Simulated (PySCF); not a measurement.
# A gas-phase reaction: GeH4O + Cl4Si → Cl3GeH3OSi + ClH

Wanted: the reaction energy for `[OH][GeH3]` + `Cl[Si](Cl)(Cl)Cl` → `Cl[Si](Cl)(Cl)[O][GeH3]` + `Cl`.

Programs: PySCF 2.14.0. All values are calculated, for the isolated system unless a continuum is named. Atoms count from 0, parts from 1.

### Step 1. The system as given

Each species was relaxed by itself at PBE0-D3(BJ)/def2-SVP.

### Step 2. Energies of the species: wB97M-D3(BJ)/def2-TZVP

The job: settings as JSON, then the geometry in Å.

```
{"job": {"kind": "react", "xc": "wB97M-D3(BJ)", "basis": "def2-TZVP"}, "charge": 0, "multiplicity": 1}
-1 GeH4O charge 0 multiplicity 1
Ge     0.108800     0.082800    -0.346750
O      0.281270    -0.490090     1.332820
H     -0.229210     1.589040    -0.369750
H     -1.003270    -0.704890    -1.072150
H      1.477040    -0.183610    -0.983900
H     -0.524320    -0.371730     1.846460

-1 Cl4Si charge 0 multiplicity 1
Cl    -0.994890    -1.442620    -1.038590
Si     0.003100     0.000080    -0.008150
Cl    -1.281770     1.501410     0.476800
Cl     0.782520    -0.799950     1.692370
Cl     1.506500     0.740410    -1.162250

+1 Cl3GeH3OSi charge 0 multiplicity 1
Ge     1.633610    -0.322980    -0.218790
O     -0.100190    -0.682560     0.099200
Si    -1.476400     0.156750     0.214880
Cl    -2.288210    -0.055830     2.073740
Cl    -1.106100     2.148980    -0.117930
Cl    -2.826210    -0.498010    -1.166890
H      2.117080     0.634080     0.879350
H      2.320670    -1.689700    -0.149220
H      1.725720     0.309180    -1.614420

+1 ClH charge 0 multiplicity 1
Cl     0.642830    -0.007340     0.010650
H     -0.641950     0.008180    -0.010510
```

With the program's defaults for keys left out, this is: wB97M-D3(BJ)/def2-TZVP reaction energy of separated species, gas phase.

Run with:

```bash
$ OMP_NUM_THREADS=1 python cluster_run.py task.json out
```

The driver reads the jobs from task.json and runs them one after another.

Log:

```text
species 1 (GeH4O)
coarse grid: 22488 points
cycle   1  E = -2154.5894666134  dE = -6.545e-01  |g| = 8.956e-01  |ddm| = 1.686e+00
cycle   2  E = -2154.5438208769  dE =  4.565e-02  |g| = 1.081e+00  |ddm| = 8.803e-01
cycle   3  E = -2154.7019579678  dE = -1.581e-01  |g| = 6.047e-02  |ddm| = 4.884e-01
cycle   4  E = -2154.7024281198  dE = -4.702e-04  |g| = 3.351e-02  |ddm| = 4.208e-02
cycle   5  E = -2154.7025629583  dE = -1.348e-04  |g| = 3.731e-03  |ddm| = 1.676e-02
cycle   6  E = -2154.7025669003  dE = -3.942e-06  |g| = 5.292e-04  |ddm| = 4.832e-03
final grid: 45736 points
cycle   7  E = -2154.7024992198  dE = -1.552e-07  |g| = 3.363e-04  |ddm| = 1.155e-03
cycle   8  E = -2154.7024992290  dE = -9.224e-09  |g| = 3.430e-04  |ddm| = 4.208e-04
cycle   9  E = -2154.7024992465  dE = -1.742e-08  |g| = 4.057e-05  |ddm| = 1.618e-04
cycle  10  E = -2154.7024992472  dE = -7.058e-10  |g| = 2.393e-05  |ddm| = 6.832e-05
converged SCF energy = -2154.7024992472

species 2 (Cl4Si)
coarse grid: 31680 points
cycle   1  E = -2130.7205869750  dE =  6.852e-01  |g| = 5.644e-01  |ddm| = 2.062e+00
cycle   2  E = -2130.7257073189  dE = -5.120e-03  |g| = 6.053e-01  |ddm| = 9.288e-01
cycle   3  E = -2130.8118740594  dE = -8.617e-02  |g| = 2.311e-02  |ddm| = 4.317e-01
cycle   4  E = -2130.8120330945  dE = -1.590e-04  |g| = 6.199e-03  |ddm| = 3.809e-02
cycle   5  E = -2130.8120507193  dE = -1.762e-05  |g| = 2.414e-03  |ddm| = 1.410e-02
cycle   6  E = -2130.8120523247  dE = -1.605e-06  |g| = 3.169e-04  |ddm| = 3.013e-03
final grid: 58912 points
cycle   7  E = -2130.8118998704  dE = -1.417e-07  |g| = 1.275e-04  |ddm| = 1.300e-03
cycle   8  E = -2130.8118998789  dE = -8.414e-09  |g| = 4.429e-05  |ddm| = 2.374e-04
cycle   9  E = -2130.8118998799  dE = -1.006e-09  |g| = 1.654e-05  |ddm| = 6.642e-05
cycle  10  E = -2130.8118998800  dE = -1.801e-10  |g| = 7.672e-06  |ddm| = 3.317e-05
converged SCF energy = -2130.8118998800

species 3 (Cl3GeH3OSi)
coarse grid: 45376 points
cycle   1  E = -3824.4944175946  dE =  9.381e-02  |g| = 1.020e+00  |ddm| = 2.528e+00
cycle   2  E = -3824.4630874975  dE =  3.133e-02  |g| = 1.182e+00  |ddm| = 1.089e+00
cycle   3  E = -3824.6624451417  dE = -1.994e-01  |g| = 1.011e-01  |ddm| = 5.495e-01
cycle   4  E = -3824.6641733173  dE = -1.728e-03  |g| = 4.935e-02  |ddm| = 8.613e-02
cycle   5  E = -3824.6645743107  dE = -4.010e-04  |g| = 5.339e-03  |ddm| = 3.010e-02
cycle   6  E = -3824.6645850646  dE = -1.075e-05  |g| = 1.783e-03  |ddm| = 9.546e-03
cycle   7  E = -3824.6645857349  dE = -6.703e-07  |g| = 4.348e-04  |ddm| = 2.235e-03
final grid: 87528 points
cycle   8  E = -3824.6643612642  dE = -1.426e-07  |g| = 2.625e-04  |ddm| = 1.455e-03
cycle   9  E = -3824.6643612715  dE = -7.281e-09  |g| = 2.406e-04  |ddm| = 3.399e-04
cycle  10  E = -3824.6643612773  dE = -5.806e-09  |g| = 2.649e-05  |ddm| = 1.099e-04
cycle  11  E = -3824.6643612776  dE = -3.447e-10  |g| = 1.432e-05  |ddm| = 5.236e-05
converged SCF energy = -3824.6643612776

species 4 (ClH)
coarse grid: 8792 points
cycle   1  E = -460.8485699439  dE = -7.958e-02  |g| = 2.186e-01  |ddm| = 7.689e-01
cycle   2  E = -460.8609847837  dE = -1.241e-02  |g| = 1.368e-01  |ddm| = 2.956e-01
cycle   3  E = -460.8652672511  dE = -4.282e-03  |g| = 1.307e-02  |ddm| = 9.983e-02
cycle   4  E = -460.8653060009  dE = -3.875e-05  |g| = 3.141e-03  |ddm| = 1.037e-02
cycle   5  E = -460.8653112986  dE = -5.298e-06  |g| = 7.173e-04  |ddm| = 4.670e-03
final grid: 17120 points
cycle   6  E = -460.8652802067  dE = -2.145e-07  |g| = 2.926e-04  |ddm| = 8.553e-04
cycle   7  E = -460.8652802303  dE = -2.356e-08  |g| = 1.266e-04  |ddm| = 3.251e-04
cycle   8  E = -460.8652802337  dE = -3.416e-09  |g| = 2.736e-05  |ddm| = 9.145e-05
cycle   9  E = -460.8652802342  dE = -4.541e-10  |g| = 7.368e-07  |ddm| = 5.357e-05
converged SCF energy = -460.8652802342

Reaction energy = -10.090 kcal/mol
```

It took 69 s on 1 thread of Arm Neoverse N1, shared host; peak memory 0.84 GiB.

Species by species (with the dispersion term, which the log's SCF energies lack):

| ν | species | energy (Eh) | HOMO (eV) |
| --- | --- | --- | --- |
| -1 | [OH][GeH3] | -2154.70610 | -10.87 |
| -1 | Cl[Si](Cl)(Cl)Cl | -2130.82072 | -11.85 |
| +1 | Cl[Si](Cl)(Cl)[O][GeH3] | -3824.67708 | -11.43 |
| +1 | Cl | -460.86582 | -11.82 |

### Step 3. Reaction energy: PBE0-D3(BJ)/def2-TZVP

Settings changed since step 2:

```diff
@@ -1,2 +1,2 @@
-{"job": {"kind": "react", "xc": "wB97M-D3(BJ)", "basis": "def2-TZVP"}, "charge": 0, "multiplicity": 1}
+{"job": {"kind": "react", "xc": "PBE0", "basis": "def2-TZVP", "disp": "d3bj"}, "charge": 0, "multiplicity": 1}
 -1 GeH4O charge 0 multiplicity 1
```

Method: PBE0-D3(BJ)/def2-TZVP reaction energy of separated species, gas phase.

Log:

```text
species 1 (GeH4O)
coarse grid: 22488 points
cycle   1  E = -2154.1990519210  dE = -5.635e-01  |g| = 9.703e-01  |ddm| = 1.714e+00
cycle   2  E = -2153.8964655157  dE =  3.026e-01  |g| = 1.610e+00  |ddm| = 1.354e+00
cycle   3  E = -2154.3199077079  dE = -4.234e-01  |g| = 1.901e-01  |ddm| = 1.030e+00
cycle   4  E = -2154.3253918676  dE = -5.484e-03  |g| = 4.812e-02  |ddm| = 1.116e-01
cycle   5  E = -2154.3255993821  dE = -2.075e-04  |g| = 6.984e-03  |ddm| = 2.336e-02
cycle   6  E = -2154.3256100285  dE = -1.065e-05  |g| = 1.291e-03  |ddm| = 5.775e-03
cycle   7  E = -2154.3256103740  dE = -3.454e-07  |g| = 1.614e-04  |ddm| = 1.249e-03
final grid: 45736 points
cycle   8  E = -2154.3256141506  dE = -1.757e-08  |g| = 1.617e-04  |ddm| = 5.010e-04
cycle   9  E = -2154.3256141471  dE =  3.429e-09  |g| = 2.318e-04  |ddm| = 2.567e-04
cycle  10  E = -2154.3256141557  dE = -8.550e-09  |g| = 3.104e-05  |ddm| = 1.299e-04
cycle  11  E = -2154.3256141559  dE = -1.837e-10  |g| = 9.220e-06  |ddm| = 2.040e-05
converged SCF energy = -2154.3256141559

species 2 (Cl4Si)
coarse grid: 8120 points
cycle   1  E = -2129.7992880620  dE =  6.105e-01  |g| = 4.370e-01  |ddm| = 2.181e+00
cycle   2  E = -2129.7516008726  dE =  4.769e-02  |g| = 6.288e-01  |ddm| = 8.458e-01
cycle   3  E = -2129.8457423582  dE = -9.414e-02  |g| = 6.960e-02  |ddm| = 4.964e-01
cycle   4  E = -2129.8467823942  dE = -1.040e-03  |g| = 1.781e-02  |ddm| = 5.834e-02
cycle   5  E = -2129.8468497473  dE = -6.735e-05  |g| = 1.564e-03  |ddm| = 1.378e-02
cycle   6  E = -2129.8468501830  dE = -4.357e-07  |g| = 3.371e-04  |ddm| = 1.654e-03
final grid: 58912 points
cycle   7  E = -2129.8492898743  dE = -2.309e-05  |g| = 4.647e-03  |ddm| = 1.335e-02
cycle   8  E = -2129.8492904760  dE = -6.017e-07  |g| = 3.396e-03  |ddm| = 5.323e-03
cycle   9  E = -2129.8492920130  dE = -1.537e-06  |g| = 8.496e-04  |ddm| = 2.805e-03
cycle  10  E = -2129.8492922024  dE = -1.894e-07  |g| = 9.286e-05  |ddm| = 6.699e-04
cycle  11  E = -2129.8492922044  dE = -1.985e-09  |g| = 1.611e-05  |ddm| = 7.377e-05
cycle  12  E = -2129.8492922044  dE = -3.638e-11  |g| = 4.604e-06  |ddm| = 1.269e-05
converged SCF energy = -2129.8492922044

species 3 (Cl3GeH3OSi)
coarse grid: 45376 points
cycle   1  E = -3823.3692409939  dE =  8.607e-02  |g| = 1.046e+00  |ddm| = 2.642e+00
cycle   2  E = -3823.0779229200  dE =  2.913e-01  |g| = 1.655e+00  |ddm| = 1.312e+00
cycle   3  E = -3823.5118735285  dE = -4.340e-01  |g| = 2.519e-01  |ddm| = 8.990e-01
cycle   4  E = -3823.5227903202  dE = -1.092e-02  |g| = 5.282e-02  |ddm| = 1.622e-01
cycle   5  E = -3823.5231094673  dE = -3.191e-04  |g| = 1.702e-02  |ddm| = 3.499e-02
cycle   6  E = -3823.5231762355  dE = -6.677e-05  |g| = 5.694e-03  |ddm| = 1.558e-02
cycle   7  E = -3823.5231838265  dE = -7.591e-06  |g| = 1.342e-03  |ddm| = 4.662e-03
final grid: 87528 points
cycle   8  E = -3823.5231150580  dE = -2.949e-08  |g| = 1.376e-03  |ddm| = 2.070e-03
cycle   9  E = -3823.5231148985  dE =  1.595e-07  |g| = 1.624e-03  |ddm| = 1.806e-03
cycle  10  E = -3823.5231153203  dE = -4.218e-07  |g| = 2.086e-04  |ddm| = 1.029e-03
cycle  11  E = -3823.5231153294  dE = -9.119e-09  |g| = 3.340e-05  |ddm| = 1.381e-04
cycle  12  E = -3823.5231153295  dE = -1.610e-10  |g| = 5.695e-06  |ddm| = 1.764e-05
converged SCF energy = -3823.5231153295

species 4 (ClH)
coarse grid: 2248 points
cycle   1  E = -460.6520590191  dE = -4.485e-02  |g| = 1.913e-01  |ddm| = 8.003e-01
cycle   2  E = -460.6551317846  dE = -3.073e-03  |g| = 1.855e-01  |ddm| = 3.546e-01
cycle   3  E = -460.6638815344  dE = -8.750e-03  |g| = 1.442e-02  |ddm| = 1.632e-01
cycle   4  E = -460.6639024058  dE = -2.087e-05  |g| = 2.783e-03  |ddm| = 7.489e-03
cycle   5  E = -460.6639040611  dE = -1.655e-06  |g| = 1.077e-03  |ddm| = 2.587e-03
final grid: 17120 points
cycle   6  E = -460.6643743432  dE = -4.371e-06  |g| = 2.147e-03  |ddm| = 4.632e-03
cycle   7  E = -460.6643744276  dE = -8.439e-08  |g| = 1.708e-03  |ddm| = 2.692e-03
cycle   8  E = -460.6643749589  dE = -5.313e-07  |g| = 1.383e-04  |ddm| = 1.393e-03
cycle   9  E = -460.6643749644  dE = -5.477e-09  |g| = 2.096e-05  |ddm| = 1.112e-04
cycle  10  E = -460.6643749645  dE = -9.851e-11  |g| = 4.488e-06  |ddm| = 1.687e-05
converged SCF energy = -460.6643749645

Reaction energy = -8.611 kcal/mol
```

Run time: 44 s. Hardware: 1 thread of Arm Neoverse N1, shared host; peak memory 0.82 GiB.

Reaction energy at this level: -8.61 kcal/mol.

### Step 4. Side by side

Energies in kcal/mol, with wall time:

| run | reaction | time |
| --- | --- | --- |
| wB97M-D3(BJ)/def2-TZVP | -10.09 | 69 s |
| PBE0-D3(BJ)/def2-TZVP | -8.61 | 44 s |

### Step 5. What came out

```
                                                quantity                     value
                reaction energy (wB97M-D3(BJ)/def2-TZVP)           -10.09 kcal/mol
                     ΔH, ΔG at 298 K (xTB thermal terms)     -11.5, -11.3 kcal/mol
range of the reaction energy over the runs of this table  -10.09 to -8.61 kcal/mol
```

In words: The reaction is exothermic by 11.5 kcal/mol in the gas phase; dispersion gives -0.53, and xTB itself gave -9.51 for the electronic energy (xTB energies and thermal terms come from the earlier relaxation of each species, not shown). No barrier was sought. The reaction energy runs from -10.09 (wB97M-D3(BJ)/def2-TZVP) to -8.61 kcal/mol (PBE0-D3(BJ)/def2-TZVP).
